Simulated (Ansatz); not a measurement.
# C2H7BNO radical: a ladder of functionals and wavefunction methods

One table from this session's results is given with a row withheld; the runs are named, their logs left out.

Program: Ansatz 0.2.0, Gaussian basis. Level of theory: functionals in def2-TZVPP, the program's frozen cores in correlated methods. These are calculated values, not measurements.

The runs, in order: LDA (SPW92), PBE-D4, revPBE-D4, BLYP-D4, r2SCAN-D4, B97M-V, PBE0-D4, B3LYP-D4, r2SCANh-D4, r2SCAN0-D4, HSE06-D4, BHLYP-D4, CAM-B3LYP-D4, LC-ωPBE, ωB97X-V, ωB97M-V, B2PLYP, PBE-QIDH; CCSD(T)/def2-SVP; CCSD(T)/def2-TZVPP; MP2/def2-QZVPP; extrapolation to the limit; RPA on PBE.

## The geometry

An earlier PBE0-D4 in a triple-zeta def2 set relaxation fixed the geometry.

SMILES `CN(C)[B]O`, 12 atoms, charge 0, spin multiplicity 2.

Atoms are counted from 1 here; the program's logs count them from 0.

Bond lengths: C1–N2 1.444 Å, C1–H6 1.096 Å, C1–H7 1.092 Å, C1–H8 1.096 Å, N2–C3 1.443 Å, N2–B4 1.397 Å, C3–H9 1.097 Å, C3–H10 1.090 Å, C3–H11 1.097 Å, B4–O5 1.353 Å, O5–H12 0.965 Å. Angles: N2–C1–H6 111.2°, N2–C1–H7 111.2°, N2–C1–H8 111.1°, H6–C1–H7 107.6°, H6–C1–H8 107.9°, H7–C1–H8 107.6°, C1–N2–C3 113.8°, C1–N2–B4 124.5°, C3–N2–B4 121.7°, N2–C3–H9 111.1°, N2–C3–H10 109.5°, N2–C3–H11 111.1°, H9–C3–H10 108.6°, H9–C3–H11 107.8°, H10–C3–H11 108.6°, N2–B4–O5 129.0°, B4–O5–H12 116.2°.

The first run:

File in.yaml:

```yaml
crystal:
  periodic: [false, false, false]
  atoms:
    - {symbol: C, position_ang: [-1.062770, -0.172614, 0.396605]}
    - {symbol: N, position_ang: [0.273742, 0.048500, -0.104526]}
    - {symbol: C, position_ang: [1.240803, -0.910354, 0.372705]}
    - {symbol: B, position_ang: [0.632477, 1.083612, -0.970678]}
    - {symbol: O, position_ang: [-0.144216, 2.054707, -1.503729]}
    - {symbol: H, position_ang: [-1.089662, -0.114646, 1.491134]}
    - {symbol: H, position_ang: [-1.759262, 0.573309, 0.008592]}
    - {symbol: H, position_ang: [-1.436802, -1.160508, 0.102988]}
    - {symbol: H, position_ang: [1.314376, -0.886673, 1.466976]}
    - {symbol: H, position_ang: [2.219340, -0.678565, -0.046682]}
    - {symbol: H, position_ang: [0.965682, -1.930208, 0.076727]}
    - {symbol: H, position_ang: [-1.076809, 2.038241, -1.256111]}
basis:
  gaussian: {orbitals: def2-TZVPP}
magnetization: {spin_polarized: true, initial_magnetization: 1}
hamiltonian: {xc: lda}
output: {orbitals: {seedname: orbitals}}
```

Command:

```console
$ ansatz run in.yaml --threads 2 --pin off --events-out ev --progress --plain --max-ram 32768MiB --backend cpu
```

Steps of the session up to this table: LDA; PBE-D4 (GGA); revPBE-D4 (GGA); BLYP-D4 (GGA); r2SCAN-D4 (meta-GGA); B97M-V (meta-GGA); PBE0-D4 (hybrid); B3LYP-D4 (hybrid); r2SCANh-D4 (hybrid); r2SCAN0-D4 (hybrid); HSE06-D4 (hybrid); BHLYP-D4 (hybrid); CAM-B3LYP-D4 (range-separated); LC-ωPBE (range-separated); ωB97X-V (range-separated); ωB97M-V (range-separated); B2PLYP (double hybrid); PBE-QIDH (double hybrid).

One of the session's tables, all rows but one given; the rest of the session is left out.

It belongs to the step «Frontier levels by functional». 

| functional | HOMO (eV) | gap (eV) |
| --- | --- | --- |
| LDA (SPW92) | -4.11 | 1.78 |
| PBE-D4 | -4.16 | 2.34 |
| revPBE-D4 | -4.14 | 2.49 |
| BLYP-D4 | -3.98 | 2.07 |
| r2SCAN-D4 | -4.52 | 3.34 |
| B97M-V | -4.19 | 1.91 |
| PBE0-D4 | -5.39 | 4.60 |
| B3LYP-D4 | -5.10 | 3.83 |
| r2SCANh-D4 | -4.97 | 4.09 |
| r2SCAN0-D4 | -5.67 | 5.20 |
| HSE06-D4 | ? | ? |
| BHLYP-D4 | -6.49 | 6.40 |
| CAM-B3LYP-D4 | -6.68 | 6.62 |
| LC-ωPBE | -8.16 | 9.68 |
| ωB97X-V | -7.61 | 8.49 |
| ωB97M-V | -7.23 | 7.84 |

**Question.** Estimate the row for HSE06-D4.

The run gave: HOMO (eV): -4.99; gap (eV): 3.82. In the column «HOMO (eV)» it lies between B3LYP-D4 (-5.10) and r2SCANh-D4 (-4.97).
